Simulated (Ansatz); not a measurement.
# C2H5BClF: how energies converge with the basis set

The task here is to estimate one member of a computed series from the others.

Computed with Ansatz 0.2.0, Gaussian basis. Level: one geometry, several basis sets.

The runs, in order: PBE0-D4/def2-SVP; ωB97M-V/def2-SVP; PBE0-D4/def2-QZVPP; ωB97M-V/def2-QZVPP; the functionals' def2-TZVPP values are taken from earlier runs.

## Structure used throughout

An earlier PBE0-D4 in a triple-zeta def2 set relaxation fixed the geometry.

SMILES `CCB(F)Cl`, 10 atoms, charge 0, spin multiplicity 1.

Atoms are counted from 1 here; the program's logs count them from 0.

Bond lengths: C1–C2 1.524 Å, C1–H6 1.092 Å, C1–H7 1.092 Å, C1–H8 1.092 Å, C2–B3 1.557 Å, C2–H9 1.098 Å, C2–H10 1.098 Å, B3–F4 1.319 Å, B3–Cl5 1.761 Å. Angles: C2–C1–H6 111.4°, C2–C1–H7 111.4°, C2–C1–H8 111.3°, H6–C1–H7 107.2°, H6–C1–H8 107.7°, H7–C1–H8 107.7°, C1–C2–B3 115.5°, C1–C2–H9 111.1°, C1–C2–H10 111.1°, B3–C2–H9 107.3°, B3–C2–H10 107.4°, H9–C2–H10 103.7°, C2–B3–F4 122.0°, C2–B3–Cl5 121.6°, F4–B3–Cl5 116.4°.

Set-up of the first run:

File in.yaml:

```yaml
crystal:
  periodic: [false, false, false]
  atoms:
    - {symbol: C, position_ang: [-0.833784, 0.266560, 0.896720]}
    - {symbol: C, position_ang: [0.326796, 0.449410, -0.073263]}
    - {symbol: B, position_ang: [0.658749, -0.783976, -0.963098]}
    - {symbol: F, position_ang: [-0.024531, -1.909690, -0.881368]}
    - {symbol: Cl, position_ang: [1.971436, -0.748938, -2.136817]}
    - {symbol: H, position_ang: [-1.760211, 0.030869, 0.368869]}
    - {symbol: H, position_ang: [-0.643816, -0.551399, 1.594797]}
    - {symbol: H, position_ang: [-1.006583, 1.170809, 1.483595]}
    - {symbol: H, position_ang: [0.149014, 1.298898, -0.745260]}
    - {symbol: H, position_ang: [1.245931, 0.726257, 0.458926]}
basis:
  gaussian: {orbitals: def2-SVP}
hamiltonian: {xc: pbe0, dispersion: d4}
output: {orbitals: {seedname: orbitals}}
```

Steps of the session up to this table: PBE0-D4 in def2-SVP; ωB97M-V in def2-SVP; PBE0-D4 in def2-QZVPP; ωB97M-V in def2-QZVPP.

One table of the session follows, with a row left open; its other results are not shown here.

It belongs to the step «Functionals by basis». 

```
functional       basis  HOMO (eV)  LUMO (eV)
   PBE0-D4    def2-SVP          ?          ?
   PBE0-D4  def2-TZVPP      -8.99      -0.43
   PBE0-D4  def2-QZVPP      -9.01      -0.49
   ωB97M-V    def2-SVP     -11.12       1.95
   ωB97M-V  def2-TZVPP     -11.27       1.66
   ωB97M-V  def2-QZVPP     -11.30       1.55
```

**Question.** Estimate the row for PBE0-D4, def2-SVP.

The run gave: HOMO (eV): -8.86; LUMO (eV): -0.22. In the column «HOMO (eV)» it is the highest.
